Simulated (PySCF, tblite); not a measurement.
# C₆H₁₀N₂Si: geometry, infrared bands and NMR shifts

Wanted: the infrared bands and NMR shifts of C₆H₁₀N₂Si (`c1cn([C@@H]2CC[SiH2]2)cn1`), by calculation.

The runs use tblite 0.8.0 and PySCF 2.14.0, with density-fitted response routines of our own; the level of theory stands in each step. All values are computed, except where a source is named. Atoms are numbered from 0 throughout.

## Step 1: The molecule as given

19 atoms, charge 0, multiplicity 1; geometry from: force field or distance geometry start.

Bonds of the start (Å): C0–C1 1.39, C1–N2 1.35, N2–C3 1.46, C3–C4 1.48, C4–C5 1.53, C5–Si6 1.86, N2–C7 1.36, C7–N8 1.34, N8–C0 1.36, Si6–C3 1.89, C0–H9 1.08, C1–H10 1.08, C3–H11 1.13, C4–H12 1.13, C4–H13 1.11, C5–H14 1.10, C5–H15 1.10, Si6–H16 1.45, Si6–H17 1.46, C7–H18 1.09.

## Step 2: Geometry optimisation with GFN2-xTB

What the job is given:

```
{"job": {"kind": "relax", "xc": "GFN2-xTB", "basis": "xTB"}, "charge": 0, "multiplicity": 1}
C      3.147900     0.387800    -0.177000
C      2.191100    -0.617100    -0.268300
N      0.991900    -0.030000    -0.065300
C     -0.306800    -0.690300    -0.078900
C     -1.314000    -0.195600    -1.036900
C     -2.482400     0.013400    -0.067600
Si    -1.364700    -0.198400     1.403600
C      1.196600     1.305600     0.126100
N      2.513800     1.563200     0.059000
H      4.207200     0.224900    -0.283100
H      2.387900    -1.661100    -0.437800
H     -0.222300    -1.817000    -0.176700
H     -1.666800    -0.995300    -1.748200
H     -1.072300     0.709900    -1.631300
H     -3.227100    -0.795500    -0.112500
H     -2.899000     1.030400    -0.155900
H     -1.616100    -1.330200     2.280200
H     -0.914200     1.030500     2.055100
H      0.439600     2.074000     0.308000
```

Command:

```bash
$ OMP_NUM_THREADS=1 python probes_run.py task.json out
```

One launch serves the whole session: the jobs run in the order shown.

**Question.** This job is followed by: GFN2-xTB harmonic vibrations, gas phase; GIAO PBE0/pcSseg-1 NMR shielding, non-relativistic, gas phase. Predict these results of the whole session: strongest single infrared mode (GFN2-xTB); zero-point energy (GFN2-xTB); 13C shifts against TMS (PBE0/pcSseg-1); 1H shifts against TMS (PBE0/pcSseg-1); 15N shifts against NH3 (PBE0/pcSseg-1); 29Si shifts against TMS (PBE0/pcSseg-1).

**Answer**, as computed:

| quantity | value |
| --- | --- |
| strongest single infrared mode (GFN2-xTB) | 2285 cm⁻¹, 357 km/mol |
| zero-point energy (GFN2-xTB) | 92.7 kcal/mol |
| 13C shifts against TMS (PBE0/pcSseg-1) | 137.4, 133.5, 123.1, 46.5, 37.1, 4.1 ppm |
| 1H shifts against TMS (PBE0/pcSseg-1) | 7.61, 7.08, 6.60, 5.14, 5.03, 4.31, 3.21, 2.69, 1.58, 1.48 ppm |
| 15N shifts against NH3 (PBE0/pcSseg-1) | 313.8, 209.8 ppm |
| 29Si shifts against TMS (PBE0/pcSseg-1) | -17.5 ppm |

**Reading.** The optimisation took 45 steps and gained 0.582 eV; among the close pairs (by a distance rule), C3–C4 changed most, from 1.475 to 1.548 Å. No mode is imaginary among the 51: a minimum at this level. The strongest single mode, at 2285 cm⁻¹, moves mainly H16. Unscaled tight-binding wavenumbers are off by several per cent, some by more. Its intensities can rank the bands wrongly. At PBE0/pcSseg-1: Shielding is most anisotropic at N8 (span 521 ppm, paramagnetic term -381 ppm). NICS(1)zz of -30 ppm above the planar ring from C0 marks a diatropic (aromatic) ring current.
